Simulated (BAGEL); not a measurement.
# AsH3 (arsine) at 4 levels

Wanted: a comparison of 4 runs (B3LYP/6-31G*, B3LYP/cc-pVTZ, PBE0/cc-pVTZ, RI-MP2/cc-pVTZ) of AsH3 (arsine). 

Program for the calculation: BAGEL 1.2.2.

8 further runs of the same task are left out: 1 that didn't finish, 7 set aside as unsound or not needed. Runs told in other sessions of the task aren't counted.

## 1. The system as given

The species is AsH3 (4 atoms), meant as a singlet with charge 0. As SMILES, `[AsH3]`. The shape is that of a PBE0-D4/def2-TZVP optimisation.

Bond lengths: As1–H2 1.522 Å, As1–H3 1.522 Å, As1–H4 1.522 Å. Angles: H2–As1–H3 92.0°, H2–As1–H4 92.0°, H3–As1–H4 92.0°.

## 2. The energy at B3LYP/6-31G(d) (density fitting with qzvpp-jkfit, spherical functions) (run 1)

Input file calc.json:

```json
{ "bagel" : [

{
  "title" : "molecule",
  "basis" : "6-31gs.json",
  "df_basis" : "qzvpp-jkfit",
  "angstrom" : true,
  "geometry" : [
    { "atom" : "As", "xyz" : [   -0.215800,    0.487600,   -0.346000 ] },
    { "atom" : "H", "xyz" : [    0.349900,    0.630300,    1.059400 ] },
    { "atom" : "H", "xyz" : [   -1.068000,   -0.705500,    0.061100 ] },
    { "atom" : "H", "xyz" : [    0.933900,   -0.412500,   -0.774500 ] }
  ]
},
{ "title" : "ks", "xc_func" : "b3lyp" },
{ "title" : "print", "file" : "orbitals.molden", "orbitals" : true }

]}
```

The basis set 6-31G* is read from a file made from the Basis Set Exchange's data (not shown).

Command:

```bash
$ BAGEL_NUM_THREADS=1 BAGEL calc.json > calc.out
```

The program printed:

```text
* using 1 threads per process

  ===============================================================
  ===============================================================

  *** Geometry ***

  { "atom" : "As", "xyz" : [     -0.407803,      0.921430,     -0.653845 ] },
  { "atom" : "H", "xyz" : [      0.661215,      1.191094,      2.001976 ] },
  { "atom" : "H", "xyz" : [     -2.018228,     -1.333202,      0.115462 ] },
  { "atom" : "H", "xyz" : [      1.764815,     -0.779512,     -1.463593 ] },

  Number of auxiliary basis functions:      320

  Since a DF basis is specified, we compute 2- and 3-index integrals:
    o Being stored without compression. Storage requirement is 0.004 GB

  Number of basis functions:       38
  Number of electrons      :       36

    * METHOD: MOLECULE                             0.16

  *** Kohn-Sham DFT ***

    * Removing 4496 points whose weight is below 1.00e-10
    * Grid points: 55128

  === Nuclear Repulsion ===
    35.1531779366

       - DIIS with orbital gradients will be used.

  === KS iteration (b3lyp / 6-31gs.json) ===
      0      -2187.65842924          0.23660435           0.16
      1      -2116.87081277          0.79371341           0.13
      2      -2193.80673094          0.27795301           0.15
[... 11 lines of this table left out ...]
     14      -2237.41282581          0.00000001           0.12
    * SCF iteration converged.

    * Permanent dipole moment:
           (   -0.076395,     0.172715,    -0.122536) a.u.

    * METHOD: KS                                   2.13

    * METHOD: PRINT                                0.00

  ===============================================================
```

Wall time 2.7 s (1 thread of Intel Xeon Platinum 8259CL at 2.50GHz (Skylake/Cascade Lake), shared host); peak memory 0.16 GiB.

## 3. A single-point energy at B3LYP/cc-pVTZ (density fitting with qzvpp-jkfit) (run 2)

Input file input.json:

```json
{ "bagel" : [

{
  "title" : "molecule",
  "basis" : "cc-pvtz.json",
  "df_basis" : "qzvpp-jkfit",
  "angstrom" : true,
  "geometry" : [
    { "atom" : "As", "xyz" : [   -0.215800,    0.487600,   -0.346000 ] },
    { "atom" : "H", "xyz" : [    0.349900,    0.630300,    1.059400 ] },
    { "atom" : "H", "xyz" : [   -1.068000,   -0.705500,    0.061100 ] },
    { "atom" : "H", "xyz" : [    0.933900,   -0.412500,   -0.774500 ] }
  ]
},
{ "title" : "ks", "xc_func" : "b3lyp" },
{ "title" : "print", "file" : "orbitals.molden", "orbitals" : true }

]}
```

The basis set cc-pVTZ is read from a file made from the Basis Set Exchange's data (not shown).

Command:

```bash
$ BAGEL_NUM_THREADS=1 BAGEL input.json > input.out
```

The program printed:

```text
* using 1 threads per process

  ===============================================================
  ===============================================================

  *** Geometry ***

  { "atom" : "As", "xyz" : [     -0.407803,      0.921430,     -0.653845 ] },
  { "atom" : "H", "xyz" : [      0.661215,      1.191094,      2.001976 ] },
  { "atom" : "H", "xyz" : [     -2.018228,     -1.333202,      0.115462 ] },
  { "atom" : "H", "xyz" : [      1.764815,     -0.779512,     -1.463593 ] },

  Number of auxiliary basis functions:      320

  Since a DF basis is specified, we compute 2- and 3-index integrals:
    o Being stored without compression. Storage requirement is 0.018 GB

  Number of basis functions:       85
  Number of electrons      :       36

    * METHOD: MOLECULE                             0.19

  *** Kohn-Sham DFT ***

    * Removing 4496 points whose weight is below 1.00e-10
    * Grid points: 55128

  === Nuclear Repulsion ===
    35.1531779366

       - DIIS with orbital gradients will be used.

  === KS iteration (b3lyp / cc-pvtz.json) ===
      0      -2216.02084795          0.07681267           0.28
      1      -2143.66664688          0.35357707           0.29
      2      -2220.57580584          0.08243117           0.28
[... 13 lines of this table left out ...]
     16      -2237.75285210          0.00000000           0.24
    * SCF iteration converged.

    * Permanent dipole moment:
           (   -0.037064,     0.083818,    -0.059458) a.u.

    * METHOD: KS                                   5.26

    * METHOD: PRINT                                0.02

  ===============================================================
```

Wall time 6 s (1 thread of Intel Xeon Platinum 8259CL at 2.50GHz (Skylake/Cascade Lake), shared host); peak memory 0.26 GiB.

Run 3 isn't shown in full; the table further down has it.

## 4. A single-point energy at RI-MP2/cc-pVTZ (density fitting with qzvpp-jkfit) (run 4)

Input file input.json:

```json
{ "bagel": [

{
  "title": "molecule",
  "basis": "cc-pvtz.json",
  "df_basis": "qzvpp-jkfit",
  "angstrom": true,
  "geometry": [
    { "atom": "As", "xyz": [      -0.215800,       0.487600,      -0.346000 ] },
    { "atom": "H", "xyz": [       0.349900,       0.630300,       1.059400 ] },
    { "atom": "H", "xyz": [      -1.068000,      -0.705500,       0.061100 ] },
    { "atom": "H", "xyz": [       0.933900,      -0.412500,      -0.774500 ] }
  ]
},

{
  "title": "hf"
},

{
  "title": "mp2",
  "ncore": 9
}

]}
```

The basis set cc-pVTZ is read from a file made from the Basis Set Exchange's data (not shown).

Command:

```bash
$ BAGEL_NUM_THREADS=1 BAGEL input.json > input.out
```

The program printed:

```text
* using 1 threads per process

  ===============================================================
  ===============================================================

  *** Geometry ***

  { "atom" : "As", "xyz" : [     -0.407803,      0.921430,     -0.653845 ] },
  { "atom" : "H", "xyz" : [      0.661215,      1.191094,      2.001976 ] },
  { "atom" : "H", "xyz" : [     -2.018228,     -1.333202,      0.115462 ] },
  { "atom" : "H", "xyz" : [      1.764815,     -0.779512,     -1.463593 ] },

[... 23 lines left out ...]
    * SCF iteration converged.
[... 1 line left out ...]
    * Permanent dipole moment:
[... 2 lines left out ...]
    * METHOD: HF                                   0.76

  *** RHF ***

  === Nuclear Repulsion ===
    35.1531779366

      * DIIS with orbital gradients will be used.

  === RHF iteration (cc-pvtz.json) ===
      0      -2235.97335282          0.00000000           0.06
    * SCF iteration converged.

    * Permanent dipole moment:
           (   -0.046612,     0.105377,    -0.074769) a.u.

  === DF-MP2 calculation ===

    * freezing 9 orbitals
    * 3-index integral transformation done
    * assembly done

      MP2 correlation energy:   -0.2307873509      0.02

      MP2 total energy:       -2236.2041401748

    * METHOD: MP2                                  0.15

  ===============================================================
```

Wall time 1.5 s (1 thread of Intel Xeon Platinum 8259CL at 2.50GHz (Skylake/Cascade Lake), shared host); peak memory 0.094 GiB.

## 5. All runs side by side

```csv
run,level,frozen core orbitals,energy (Eh),dipole moment (D),HOMO energy (eV),LUMO energy (eV),wall time
1,"B3LYP/6-31G* (density fitting with qzvpp-jkfit, spherical functions)",–,-2237.412826,0.57,-7.54,0.68,2.7 s
2,B3LYP/cc-pVTZ (density fitting with qzvpp-jkfit),–,-2237.752852,0.28,-7.66,0.30,6 s
3,PBE0/cc-pVTZ (density fitting with qzvpp-jkfit),–,-2237.426924,0.38,-7.83,0.57,5.7 s
4,RI-MP2/cc-pVTZ (density fitting with qzvpp-jkfit),9,-2236.204140,–,–,–,1.5 s
```

## 6. Summary of results

| quantity | value |
| --- | --- |
| run 4: total energy | -2236.20414 Eh |
| run 4: correlation energy (9 core orbitals frozen) | -230.8 mEh |

**Reading.** Over runs 1, 2, 3 the dipole moment (its size) runs from 0.28 D (B3LYP/cc-pVTZ) to 0.57 D (B3LYP/6-31G*). Over runs 1, 2, 3 the HOMO–LUMO gap runs from 7.96 eV (B3LYP/cc-pVTZ) to 8.40 eV (PBE0/cc-pVTZ). Totals of different functionals can't be ranked against each other. All runs together took 16 s, the longest 6 s.
